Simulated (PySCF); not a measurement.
# A diatomic session: KPb+

The task here is to estimate one member of a computed series from the others.

Computed with PySCF 2.14.0. Level: K def2-SVPD, Pb def2-SVPD with ECP60, scalar-relativistic core potentials.

The first run:

The job is set up so:

```json
{
  "atoms": "K, Pb",
  "charge": "1",
  "basis": "K def2-SVPD, Pb def2-SVPD with ECP60",
  "Hamiltonian": "scalar-relativistic core potentials",
  "basis functions": "59",
  "electrons treated": "40",
  "masses in u": "38.9637, 207.9766",
  "levels": "PBE0, PBE, r²SCAN, TPSSh, BHandHLYP, r²SCAN0, HF, MP2, SCS-MP2, CCSD, CCSD(T)",
  "grid": "80 radial by 434 angular points",
  "occupations": "held fixed by the projection of orbital angular momentum",
  "dissociation limit": "K+ + Pb, each in its ground configuration",
  "starting distance in angstrom": "3.440",
  "values of 2S to try": "0, 2"
}
```

Command:

```bash
$ OMP_NUM_THREADS=1 python dia.py task.json out
```

Among the steps run: Set-up; First curve: PBE0; Higher solutions at PBE0; PBE (GGA); r²SCAN (meta-GGA); TPSSh; BHandHLYP; r²SCAN0; UHF (mean field); MP2 and coupled cluster.

One table of the session follows, with a row left open; its other results are not shown here.

Energy (eV) from each level's lowest point:

```
R (Å)    UHF  UHF-MP2  UHF-SCS-MP2  UHF-CCSD  UHF-CCSD(T)
3.400  0.192    0.158        0.163       n/a          n/a
3.559  0.100    0.076        0.079     0.079        0.078
3.717  0.044    0.029        0.031     0.030        0.030
3.835  0.019    0.010        0.011     0.011        0.010
3.954  0.006    0.001        0.002     0.001        0.001
4.073  0.000    0.000        0.000     0.000        0.000
4.231  0.002    0.008        0.007     0.007        0.008
4.428      ?        ?            ?         ?            ?
4.666  0.039    0.058        0.055     0.057        0.058
4.982  0.077    0.103        0.100       n/a          n/a
```

Estimate the missing values for R (Å) = 4.428.

Worked estimate for «UHF». A straight line through the neighbours (4.231, 0.002) and (4.666, 0.039) gives 0.002 + (0.039 − 0.002) × (4.428 − 4.231) / (4.666 − 4.231) = 0.019; a parabola fitted to 4 rows on both sides gives 0.016.

As computed: UHF: 0.015; UHF-MP2: 0.027; UHF-SCS-MP2: 0.025; UHF-CCSD: 0.026; UHF-CCSD(T): 0.027. In «UHF» the line misses by +0.004 and the parabola by +0.001.
